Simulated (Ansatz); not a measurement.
# MoH+ (triplet): the correlation ladder, def2-SVP

An exercise on one series of results from a longer session: the logs are not shown, and one member is left open.

The runs use Ansatz 0.2.0, Gaussian basis; def2-SVP, core rule «outside noble gas», up to 4 orbitals frozen.

To be run: UHF; CCSD(T) on ROHF; CCSD(T) on UHF; CISD as a restricted active space (open shells left free, so some higher excitations enter); CCSDT(Q) on ROHF; CCSDT(Q) on UHF; Full CI.

17 further runs of the same task are left out: 7 for a known fault of the program, 3 that didn't finish, 7 set aside as unsound or not needed. Runs told in other sessions of the task aren't counted.

## The system

The geometry is a PBE0/def2-TZVP stationary point (not a proven minimum). No spin-orbit coupling is included. Elements past krypton take def2 core potentials.

2 atoms, charge 1, spin multiplicity 3.

Atoms are counted from 1 here; the program's logs count them from 0.

Bond lengths: Mo1–H2 1.657 Å.

The first run:

Contents of in.yaml:

```yaml
crystal:
  periodic: [false, false, false]
  atoms:
    - {symbol: Mo, position_ang: [0.000000, 0.000000, 0.000000]}
    - {symbol: H, position_ang: [0.000000, 0.000000, 1.657400]}
basis:
  gaussian: {orbitals: def2-SVP}
total_charge: 1
magnetization: {spin_polarized: true, initial_magnetization: 2}
hamiltonian: {xc: hf}
output: {orbitals: {seedname: orbitals}}
```

Launch:

```
$ ansatz run in.yaml --threads 1 --pin off --events-out ev --progress --plain --max-ram 2393MiB
```

Steps of the session up to this table: UHF; CCSD(T) on ROHF; CCSD(T) on UHF; CISD as a restricted active space (open shells left free, so some higher excitations enter); CCSDT(Q) on ROHF; CCSDT(Q) on UHF; Full CI.

One table of the session follows, with a row left open; its other results are not shown here.

```
   method  from FCI (meV)
     ROHF         +2848.9
     RMP2          +805.3
     CISD          +315.2
    RCCSD          +218.6
 RCCSD(T)          +115.1
   RCCSDT               ?
RCCSDT(Q)            +7.5
      FCI               0
```

**Question.** Estimate the row for RCCSDT.

**Answer.** from FCI (meV): +23.5. In the column «from FCI (meV)» it lies between RCCSDT(Q) (+7.5) and RCCSD(T) (+115.1).

Left out of the table: UHF, UMP2, UCCSD, UCCSD(T), UCCSDT, UCCSDT(Q) (another determinant or state than the rows shown). UCCSDT(Q) lies 1.68 eV below the table's zero, so the state tabled may not be the lowest.
